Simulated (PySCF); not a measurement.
# FBSeH2 in PySCF: a series of runs, part 2 of 2

PySCF 2.14.0. Earlier steps stand in the parts before.

### Step 4. Atomic charges, PBEsol0

The input, run.py:

```python
import json
import numpy as np
from pyscf.pbc import gto, scf, dft, df

cell = gto.Cell()
cell.a = '''
 12.0000000000    0.0000000000    0.0000000000
  0.0000000000   13.0000000000    0.0000000000
  0.0000000000    0.0000000000   11.0000000000'''
cell.atom = '''
F    5.7294500400    4.8649000400    6.3249000100
B    5.7378500400    5.9599000500    5.5876000400
Se   7.1175500400    7.2721000300    5.9268000000
H    4.9084500000    6.1127999400    4.7431000100
H    6.6333500400    8.1770999700    4.8792000400'''
cell.unit = 'A'
cell.basis = 'def2-svp'
cell.exp_to_discard = 0
cell.precision = 1e-08
cell.max_memory = 2520  # MB
cell.verbose = 4
cell.build()

res = {}
kpts = cell.make_kpts([1, 1, 1])
mf = dft.KRKS(cell, kpts, xc='0.25*HF + 0.75*GGA_X_PBE_SOL, GGA_C_PBE_SOL', exxdiv='ewald')
mf = mf.density_fit()
mf.with_df._cderi = 'cderi.h5'  # three-centre integrals saved by an earlier run on this cell, basis and mesh
mf.conv_tol = 1e-07
mf.max_cycle = 60

mf.kernel()
res.update(converged=bool(mf.converged), e_tot=mf.e_tot, nelec=cell.nelectron, nao=cell.nao, mesh=list(map(int, cell.mesh)), a=cell.lattice_vectors().tolist(), coords=cell.atom_coords().tolist(),
           mo_energy=[np.real(x).tolist() for x in mf.mo_energy], mo_occ=[np.real(x).tolist() for x in mf.mo_occ])
res.update(kpts=cell.get_scaled_kpts(kpts).tolist())
res['parts'] = {k: float(np.real(v)) for k, v in mf.scf_summary.items() if np.isscalar(v)}
json.dump(res, open('results.json', 'w'))
if not mf.converged:
    raise SystemExit('SCF not converged')

print('levels (eV)')
for i, kp in enumerate(res['kpts'][:40]):
    print('k %7.4f %7.4f %7.4f  ' % tuple(kp), ' '.join('%.3f' % (x * 27.211386) for x in res['mo_energy'][i][:30]))

# Mulliken populations
dm, s = np.asarray(mf.make_rdm1()), np.asarray(mf.get_ovlp())
sites = cell.aoslice_by_atom()[:, 2:]
tot = np.einsum('kij,kji->i', dm, s).real / len(kpts)
res['mulliken'] = [cell.atom_charge(i) - tot[a0:a1].sum() for i, (a0, a1) in enumerate(sites)]
print('Mulliken charges', np.round(res['mulliken'], 5))
res['meta_lowdin'] = mf.mulliken_meta()[1].tolist()
res['done'] = True
json.dump(res, open('results.json', 'w'))
```

Potentials or basis: def2-svp (all-electron).

Launch:

```
OMP_NUM_THREADS=2 python -u run.py > log
```

Output:

```text
Discarded 0 diffused primitive functions, 0 contracted functions

PySCF version 2.14.0

[INPUT] verbose = 4
[INPUT] num. atoms = 5
[INPUT] num. electrons = 50
[INPUT] charge = 0
[INPUT] spin (= nelec alpha-beta = 2S) = 0
[INPUT] symmetry False subgroup None
[INPUT] Mole.unit = A
[INPUT] Symbol           X                Y                Z      unit          X                Y                Z       unit  Magmom
[INPUT]  1 F      5.729450040000   4.864900040000   6.324900010000 AA   10.827091419978   9.193328698986  11.952328784159 Bohr   0.0
[INPUT]  2 B      5.737850040000   5.959900050000   5.587600040000 AA   10.842965119425  11.262578824282  10.559033769209 Bohr   0.0
[INPUT]  3 Se     7.117550040000   7.272100030000   5.926800000000 AA   13.450220253487  13.742277407141  11.200028795072 Bohr   0.0
[INPUT]  4 H      4.908450000000   6.112799940000   4.743100010000 AA    9.275626196121  11.551517740858   8.963160000322 Bohr   0.0
[INPUT]  5 H      6.633350040000   8.177099970000   4.879200040000 AA   12.535214863973  15.452479436489   9.220351782567 Bohr   0.0

nuclear repulsion = -5.8317801636104
number of shells = 30
number of NR pGTOs = 136
number of NR cGTOs = 70
basis = def2-svp
ecp = {}
lattice vectors  a1 [22.676713495, 0.000000000, 0.000000000]
                 a2 [0.000000000, 24.566439619, 0.000000000]
                 a3 [0.000000000, 0.000000000, 20.786987370]
dimension = 3
low_dim_ft_type = None
Cell volume = 11580.1
exp_to_discard = 0
rcut = 24.39199581958808 (nimgs = [2 1 2])
precision = 1e-08
pseudo = None
ke_cutoff = 6972809.10771227
    = [26957 29203 24711] mesh (19453123671681 PWs)

******** <class 'pyscf.pbc.dft.krks.KRKS'> ********
method = KRKS
initial guess = minao
damping factor = 0
level_shift factor = 0
DIIS = <class 'pyscf.scf.diis.CDIIS'>
diis_start_cycle = 1
diis_space = 8
diis_damp = 0
SCF conv_tol = 1e-07
SCF conv_tol_grad = None
SCF max_cycles = 60
direct_scf = True
direct_scf_tol = 1e-13

******** PBC SCF flags ********
N kpts = 1
Exchange divergence treatment (exxdiv) = ewald
    madelung (= occupied orbital energy shift) = 0.12451564812305668
    Total energy shift due to Ewald probe charge = -1/2 * Nelec*madelung = -3.11289120308
DF object = <pyscf.pbc.df.df.GDF object>
XC functionals = 0.25*HF + 0.75*GGA_X_PBE_SOL, GGA_C_PBE_SOL
small_rho_cutoff = 0
radial grids:
    Treutler-Ahlrichs [JCP 102, 346 (1995); DOI:10.1063/1.469408] (M4) radial grids

becke partition: Becke, JCP 88, 2547 (1988); DOI:10.1063/1.454033
pruning grids: <function nwchem_prune>
grids dens level: 3
symmetrized grids: False
atomic radii adjust function: <function treutler_atomic_radii_adjust>
Set gradient conv threshold to 0.000316228

******** <class 'pyscf.pbc.df.rsdf_builder._RSNucBuilder'> ********
mesh = [45 47 41] (86715 PWs)
ke_cutoff = 17.302185920816544
omega = 0.5229654415994075
exclude_d_aux = False
exclude_dd_block = True
j2c_eig_always = False
has_long_range = True
tot grids = 68330
cell vol = 11580.142  sum(weights) = 11572.9204
nelec by numeric integration = 50.00000009309342
init E= -2519.64946300044
  HOMO = -0.268224144692  LUMO = -0.0463997693811  gap/eV = 6.03615
nelec by numeric integration = 49.99999799281407
cycle= 1 E= -2519.37045862911  delta_E= 0.279  |g|= 0.73  |ddm|= 2.37
  HOMO = -0.285709749761  LUMO = -0.0143938010598  gap/eV = 7.38288
nelec by numeric integration = 49.99999896850814
cycle= 2 E= -2519.33685943868  delta_E= 0.0336  |g|= 0.811  |ddm|= 0.878
  HOMO = -0.266645354203  LUMO = -0.0152381259843  gap/eV = 6.84114
nelec by numeric integration = 49.999998526022864
cycle= 3 E= -2519.418216982  delta_E= -0.0814  |g|= 0.167  |ddm|= 0.646
  HOMO = -0.271030602683  LUMO = -0.0132347089952  gap/eV = 7.01498
nelec by numeric integration = 49.99999845781726
cycle= 4 E= -2519.42257618645  delta_E= -0.00436  |g|= 0.0103  |ddm|= 0.12
  HOMO = -0.273619697951  LUMO = -0.014301205556  gap/eV = 7.05642
nelec by numeric integration = 49.99999847849389
cycle= 5 E= -2519.4225909916  delta_E= -1.48e-05  |g|= 0.00434  |ddm|= 0.0176
  HOMO = -0.272679562928  LUMO = -0.0140966682434  gap/eV = 7.03640
nelec by numeric integration = 49.9999984714688
cycle= 6 E= -2519.4225954271  delta_E= -4.44e-06  |g|= 0.00116  |ddm|= 0.00782
  HOMO = -0.272723633225  LUMO = -0.0139416239336  gap/eV = 7.04182
nelec by numeric integration = 49.99999847207564
cycle= 7 E= -2519.42259585438  delta_E= -4.27e-07  |g|= 0.000235  |ddm|= 0.0017
  HOMO = -0.272741663053  LUMO = -0.0139831272691  gap/eV = 7.04118
nelec by numeric integration = 49.99999847214448
cycle= 8 E= -2519.42259587232  delta_E= -1.79e-08  |g|= 6.2e-05  |ddm|= 0.000341
  HOMO = -0.272741335678  LUMO = -0.0139739007981  gap/eV = 7.04142
nelec by numeric integration = 49.999998472140646
Extra cycle  E= -2519.42259587225  delta_E= 6.5e-11  |g|= 6.37e-05  |ddm|= 0.000149
converged SCF energy = -2519.42259587225
levels (eV)
k  0.0000  0.0000  0.0000   -12332.891 -1565.328 -1407.047 -1407.036 -1407.010 -672.716 -210.943 -185.843 -155.611 -155.501 -155.402 -55.712 -55.655 -55.562 -55.480 -55.470 -33.300 -19.871 -15.457 -13.486 -12.943 -11.953 -10.684 -8.530 -7.422 -0.380 0.580 2.983 3.514 5.433
Mulliken charges [-0.09132  0.17167 -0.13306 -0.03516  0.08787]
 ** Mulliken pop on meta-lowdin orthogonal AOs **
 ** Mulliken pop  **
pop of  0 F 1s            1.99995
pop of  0 F 2s            1.75476
pop of  0 F 3s            0.00290
pop of  0 F 2px           1.88534
pop of  0 F 2py           1.77132
pop of  0 F 2pz           1.81975
pop of  0 F 3px           0.00180
pop of  0 F 3py           0.00080
pop of  0 F 3pz           0.00095
pop of  0 F 3dxy          0.00065
pop of  0 F 3dyz          0.00283
pop of  0 F 3dz^2         0.00062
pop of  0 F 3dxz          0.00028
pop of  0 F 3dx2-y2       0.00173
pop of  1 B 1s            1.99961
pop of  1 B 2s            0.85190
pop of  1 B 3s            0.00820
pop of  1 B 2px           0.73009
pop of  1 B 2py           0.56004
pop of  1 B 2pz           0.62869
pop of  1 B 3px           0.01327
pop of  1 B 3py           0.01702
pop of  1 B 3pz           0.01152
pop of  1 B 3dxy          0.00448
pop of  1 B 3dyz          0.00283
pop of  1 B 3dz^2         0.00262
pop of  1 B 3dxz          0.00178
pop of  1 B 3dx2-y2       0.00272
pop of  2 Se 1s           2.00000
pop of  2 Se 2s           1.99995
[... 16 lines left out ...]
pop of  2 Se 3dyz         1.99905
pop of  2 Se 3dz^2        1.99912
pop of  2 Se 3dxz         1.99914
pop of  2 Se 3dx2-y2      1.99911
pop of  2 Se 4dxy         0.00434
pop of  2 Se 4dyz         0.00431
pop of  2 Se 4dz^2        0.00316
pop of  2 Se 4dxz         0.00436
pop of  2 Se 4dx2-y2      0.00252
pop of  2 Se 5dxy         0.00046
pop of  2 Se 5dyz         0.00053
pop of  2 Se 5dz^2        0.00035
pop of  2 Se 5dxz         0.00033
pop of  2 Se 5dx2-y2      0.00036
pop of  3 H 1s            0.98744
pop of  3 H 2s            0.00659
pop of  3 H 2px           0.00109
pop of  3 H 2py           0.00017
pop of  3 H 2pz           0.00101
pop of  4 H 1s            0.90977
pop of  4 H 2s            0.00717
pop of  4 H 2px           0.00089
pop of  4 H 2py           0.00175
pop of  4 H 2pz           0.00247
 ** Mulliken atomic charges  **
charge of    0F =     -0.24367
charge of    1B =      0.16524
charge of    2Se =     -0.00321
charge of    3H =      0.00370
charge of    4H =      0.07794
```

It took 15 s on 2 threads of Intel Xeon at 2.70GHz, shared host; peak memory 1.9 GiB.

What came out:

```yaml
Free_energy: -68556.9814 eV
Gap_between_the_frontier_levels: 7.04 eV
Meta-löwdin_charges: F -0.24; B +0.17; Se -0.00; H +0.00, +0.08 e
```

Levels at points of the mesh, in eV from the valence-band top:
```csv
k point,band 22,band 23,band 24,band 25,band 26,band 27,band 28,band 29
"(0.00, 0.00, 0.00)",-4.53,-3.26,-1.11,0.00,7.04,8.00,10.40,10.94
```

Caveat: this is a molecule in a periodic box at the Γ point, so its band gap is the HOMO-LUMO gap; population charges move with the basis; relativity is left out, which matters for the heavier elements; the basis of atomic orbitals isn't converged, which shifts pressures, moduli and gaps.

### Step 5. Overview

```tsv
level	three-body dispersion term	exxdiv	gap on the mesh (eV)
B97-D	-	-	5.04
r2SCAN+D3(BJ)	no	-	5.55
PBEsol0	-	ewald	7.04
```

Alike in all rows: task atomic charges; potentials or basis def2-svp (all-electron); no spin polarisation; cell as given; k mesh 1 × 1 × 1; smearing fixed.

Caveats: this is a molecule in a periodic box at the Γ point, so its band gap is the HOMO-LUMO gap; relativity is left out, which matters for the heavier elements; the basis of atomic orbitals isn't converged, which shifts pressures, moduli and gaps; this functional is defined with a dispersion term, which the run leaves out (some runs); these D3(BJ) parameters were fitted with the three-body term, which the run leaves out (some runs).

Absolute energies hang on the potentials; compare differences alone.
